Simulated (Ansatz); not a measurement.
# HSe₂O− (SMILES [Se-]O[SeH]): single points off equilibrium

One table from this session's results is given with a row withheld; the runs are named, their logs left out.

Method: single points in def2-TZVPPD; program: Ansatz 0.2.0, Gaussian basis.

Cores are frozen in the correlated methods. Filled d shells of the heavier atoms are correlated.

## Starting geometry

SMILES `[Se-]O[SeH]`, 4 atoms, charge -1, spin multiplicity 1.

Atoms are counted from 1 here; the program's logs count them from 0.

Bond lengths: Se1–O2 1.971 Å, O2–Se3 1.883 Å, Se3–H4 1.569 Å. Angles: Se1–O2–Se3 120.5°, O2–Se3–H4 92.7°.

As a file:

```xyz
4
charge -1, multiplicity 1
Se   -2.0064   -0.1135    0.7985
O    -0.0666    0.2138    0.9160
Se    1.1187   -0.6253   -0.2825
H     0.9831    0.5278   -1.3383
```

The first run:

The input, run/in.yaml:

```yaml
crystal:
  periodic: [false, false, false]
  atoms:
    - {symbol: Se, position_ang: [-2.006400, -0.113500, 0.798500]}
    - {symbol: O, position_ang: [-0.066600, 0.213800, 0.916000]}
    - {symbol: Se, position_ang: [1.118700, -0.625300, -0.282500]}
    - {symbol: H, position_ang: [0.983100, 0.527800, -1.338300]}
basis:
  gaussian: {orbitals: "def2-TZVPPD.json"}
total_charge: -1
correlation: {method: ccsd_t}
output: {forces: true}
```

The basis file named in the input lies beside it (Basis Set Exchange, JSON).

The command line of these runs was not kept.

Among the steps run: CCSD(T)/def2-TZVPPD; PBE0-D4/def2-TZVPPD; wB97M-V/def2-TZVPPD; r2SCAN-D4/def2-TZVPPD; PBE-D4/def2-TZVPPD; CAM-B3LYP-D4/def2-TZVPPD; BHLYP-D4/def2-TZVPPD.

One of the session's tables, all rows but one given; the rest of the session is left out.

```
      method  RMS force component (eV/Å)  angle to CCSD(T) forces (°)
     CCSD(T)                       0.939                    reference
     PBE0-D4                       1.015                          8.3
     wB97M-V                       1.099                          6.5
   r2SCAN-D4                       0.857                         12.3
      PBE-D4                       0.659                         18.7
CAM-B3LYP-D4                           ?                            ?
    BHLYP-D4                       1.225                          8.2
```

**Question.** Estimate the row for CAM-B3LYP-D4.

As computed: RMS force component (eV/Å): 1.073; angle to CCSD(T) forces (°): 6.3. In the column «RMS force component (eV/Å)» it lies between PBE0-D4 (1.015) and wB97M-V (1.099).
